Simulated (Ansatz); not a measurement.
# CH₆ClNSi₂: one species, many methods

The task here is to estimate one member of a computed series from the others.

Method: functionals in def2-TZVPP, the program's frozen cores in correlated methods; program: Ansatz 0.2.0, Gaussian basis.

Levels to be run: LDA (SPW92), PBE-D4, revPBE-D4, BLYP-D4, r2SCAN-D4, B97M-V, PBE0-D4, B3LYP-D4, r2SCANh-D4, r2SCAN0-D4, HSE06-D4, BHLYP-D4, CAM-B3LYP-D4, LC-ωPBE, ωB97X-V, ωB97M-V, B2PLYP, PBE-QIDH; CCSD(T)/def2-SVP; CCSD(T)/def2-TZVPP; MP2/def2-QZVPP; extrapolation to the limit; RPA on PBE.

**Structure used throughout**

An earlier PBE0-D4 in a triple-zeta def2 set relaxation fixed the geometry.

11 atoms, charge 0, spin multiplicity 1.

Atoms are counted from 1 here; the program's logs count them from 0.

Bond lengths: Cl1–Si2 2.062 Å, Si2–C3 1.873 Å, Si2–N5 1.716 Å, Si2–H6 1.482 Å, C3–Si4 1.886 Å, C3–H7 1.091 Å, C3–H8 1.090 Å, Si4–N5 1.739 Å, Si4–H9 1.488 Å, Si4–H10 1.488 Å, N5–H11 1.004 Å. Angles: Cl1–Si2–C3 114.2°, Cl1–Si2–N5 114.2°, Cl1–Si2–H6 104.5°, C3–Si2–N5 89.8°, C3–Si2–H6 118.5°, N5–Si2–H6 115.8°, Si2–C3–Si4 85.9°, Si2–C3–H7 114.9°, Si2–C3–H8 114.6°, Si4–C3–H7 115.1°, Si4–C3–H8 115.6°, H7–C3–H8 109.4°, C3–Si4–N5 88.7°, C3–Si4–H9 115.1°, C3–Si4–H10 115.8°, N5–Si4–H9 114.1°, N5–Si4–H10 114.6°, H9–Si4–H10 107.8° and more.

Set-up of the first run:

in.yaml

```yaml
crystal:
  periodic: [false, false, false]
  atoms:
    - {symbol: Cl, position_ang: [-0.091411, 1.929460, 2.199097]}
    - {symbol: Si, position_ang: [0.319482, 1.157782, 0.331221]}
    - {symbol: C, position_ang: [1.012597, -0.582086, 0.354919]}
    - {symbol: Si, position_ang: [-0.565766, -1.076672, -0.551598]}
    - {symbol: N, position_ang: [-1.060747, 0.590257, -0.515477]}
    - {symbol: H, position_ang: [1.098839, 2.220139, -0.346375]}
    - {symbol: H, position_ang: [1.933634, -0.717201, -0.213167]}
    - {symbol: H, position_ang: [1.136132, -1.007594, 1.350438]}
    - {symbol: H, position_ang: [-0.363380, -1.620333, -1.922200]}
    - {symbol: H, position_ang: [-1.467487, -2.007643, 0.179845]}
    - {symbol: H, position_ang: [-1.886492, 1.056892, -0.846201]}
basis:
  gaussian: {orbitals: def2-TZVPP}
hamiltonian: {xc: lda}
output: {orbitals: {seedname: orbitals}}
```

Among the steps run: LDA; PBE-D4 (GGA); revPBE-D4 (GGA); BLYP-D4 (GGA); r2SCAN-D4 (meta-GGA); B97M-V (meta-GGA); PBE0-D4 (hybrid); B3LYP-D4 (hybrid); r2SCANh-D4 (hybrid); r2SCAN0-D4 (hybrid); HSE06-D4 (hybrid); BHLYP-D4 (hybrid); CAM-B3LYP-D4 (range-separated); LC-ωPBE (range-separated); ωB97X-V (range-separated); ωB97M-V (range-separated); B2PLYP (double hybrid); PBE-QIDH (double hybrid).

One table of the session follows, with a row left open; its other results are not shown here.

It belongs to the step «Frontier levels by functional». 

| functional | HOMO (eV) | gap (eV) |
| --- | --- | --- |
| LDA (SPW92) | ? | ? |
| PBE-D4 | -6.49 | 5.46 |
| revPBE-D4 | -6.45 | 5.52 |
| BLYP-D4 | -6.35 | 5.47 |
| r2SCAN-D4 | -6.78 | 6.13 |
| B97M-V | -6.88 | 6.06 |
| PBE0-D4 | -7.81 | 7.61 |
| B3LYP-D4 | -7.57 | 7.18 |
| r2SCANh-D4 | -7.27 | 6.90 |
| r2SCAN0-D4 | -8.01 | 8.04 |
| HSE06-D4 | -7.41 | 6.83 |
| BHLYP-D4 | -9.03 | 9.67 |
| CAM-B3LYP-D4 | -9.17 | 9.93 |
| LC-ωPBE | -10.55 | 12.44 |
| ωB97X-V | -10.19 | 11.94 |
| ωB97M-V | -10.07 | 11.47 |

**Question.** Estimate the row for LDA (SPW92).

The run gave: HOMO (eV): -6.60; gap (eV): 5.34. In the column «HOMO (eV)» it lies between r2SCAN-D4 (-6.78) and PBE-D4 (-6.49).
